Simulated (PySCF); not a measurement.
# CH9NSn2 ((H3Sn)2NMe): the cost of one run

Computed with PySCF 2.14.0 and routines of our own; the level stands in each step. Atoms count from 0.

## Step 1: The system as given

13 atoms, charge 0, multiplicity 1; geometry from: GFN2-xTB.

## Step 2: Optimising the geometry at PBE0-D3(BJ)/def2-SVP

What the job is given:

```
{"job": {"xc": "PBE0", "basis": "def2-SVP", "d3": "d3bj", "grid": 1, "maxiter": 30, "shake": 0.03, "kind": "geom"}, "charge": 0, "multiplicity": 1}
Sn    -0.077240    -0.825490     1.804170
H     -0.909040    -2.237230     1.743530
H     -1.117240     0.321790     2.647310
H      1.508010    -0.815370     2.363650
N     -0.017040    -0.235750    -0.171210
C     -1.269120    -0.223410    -0.877910
Sn     1.444630     0.955990    -0.924000
H      1.014850     2.585020    -0.919150
H      1.542650     0.455900    -2.432710
H      2.780700     0.708330    -0.007130
H     -1.089810    -0.304210    -1.916630
H     -1.856540     0.649460    -0.665860
H     -1.924190    -1.087140    -0.621860
```

Launch:

```bash
$ OMP_NUM_THREADS=1 python heavy_run.py task.json out
```

The driver reads the jobs from task.json and runs them one after another.

Q: Estimate the wall time and peak memory of this first job on 1 thread of Arm Neoverse N1, shared host.

About 1.8 min, with a peak of 0.48 GiB.
